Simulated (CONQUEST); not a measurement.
# Cd in CONQUEST: convergence with k mesh

Input of the first run (k mesh 2 × 1 × 1); the others differ in this setting and in those tied to it:

Conquest_input

```
IO.Title Cd
IO.Coordinates coords.dat
IO.FractionalAtomicCoords T
IO.Iprint 2
IO.Iprint_init 1
General.NumberOfSpecies 1
General.PseudopotentialType hamann
AtomMove.TypeOfRun static
AtomMove.FullStress T
Grid.GridCutoff 120
DM.SolutionMethod diagon
Diag.MPMesh T
Diag.GammaCentred T
Diag.MPMeshX 2
Diag.MPMeshY 1
Diag.MPMeshZ 1
Diag.kT 0.00183747
minE.SCTolerance 1e-6
SC.MaxIters 100
IO.AtomChargeOutput T
SC.KerkerPreCondition T
SC.KerkerFactor 0.3
SC.LinearMixingFactor 0.3
%block ChemicalSpeciesLabel
1 112.410 Cd
%endblock
```

Contents of coords.dat:

```
    5.6292532003     0.0000000000     0.0000000000
    0.0000000000     9.7501525513     0.0000000000
    0.0000000000     0.0000000000    44.2696218154
8
  0.0000000000   0.3333333330   0.6798494010 1 T T T
  0.5000000000   0.8333333330   0.6798494010 1 T T T
  0.0000000000   0.6666666670   0.5599498000 1 T T T
  0.5000000000   0.1666666670   0.5599498000 1 T T T
  0.0000000000   0.3333333330   0.4400502000 1 T T T
  0.5000000000   0.8333333330   0.4400502000 1 T T T
  0.0000000000   0.6666666670   0.3201505990 1 T T T
  0.5000000000   0.1666666670   0.3201505990 1 T T T
```

Potentials or basis: PseudoDojo NC PBE, SZP, grid cutoff 120 Ha.

Launch:

```sh
$ OMP_NUM_THREADS=1 Conquest
```

The slab is cut from a database's or a generator's crystal, which needn't be the stable form of the element.

Hardware: 1 thread of INTEL(R) XEON(R) PLATINUM 8581C CPU @ 2.10GHz (Emerald Rapids), with other jobs on the host.

| k mesh | energy less the tightest run, at zero smearing (meV/atom) | largest force (eV/Å) | SCF cycles | CPU time (s) | peak memory (GiB) |
| --- | --- | --- | --- | --- | --- |
| 2 × 1 × 1 | 537.68 | 0.382 | 27 | 75 | 1.1 |
| 2 × 2 × 1 | 332.41 | 0.706 | 19 | 53 | 1.1 |
| 3 × 2 × 1 | 131.84 | 0.355 | 81 | 170 | 1.1 |
| 4 × 3 × 1 | 15.89 | 0.223 | 47 | 110 | 1.1 |
| 5 × 3 × 1 | 14.44 | 0.026 | 44 | 110 | 1.1 |
| 7 × 4 × 1 | -4.38 | 0.046 | 57 | 160 | 1.1 |
| 8 × 5 × 1 | 6.01 | 0.174 | 68 | 180 | 1.1 |
| 9 × 5 × 1 | -2.72 | 0.170 | 82 | 220 | 1.1 |
| 11 × 7 × 1 | 2.78 | 0.186 | 91 | 280 | 1.1 |
| 13 × 8 × 1 | 0.00 | 0.172 | 66 | 240 | 1.1 |

Not settled before the last step: the energy (to 1 meV/atom), the largest force (to 0.005 eV/Å). Meshes of other sizes hit other points, so gaps and Fermi surfaces needn't settle smoothly. The tightest run that finished is the yardstick and may itself not be fully converged.

Caveat, for the tightest run too: the atomic basis is small; the basis of atomic orbitals isn't converged, which shifts pressures, moduli and gaps.
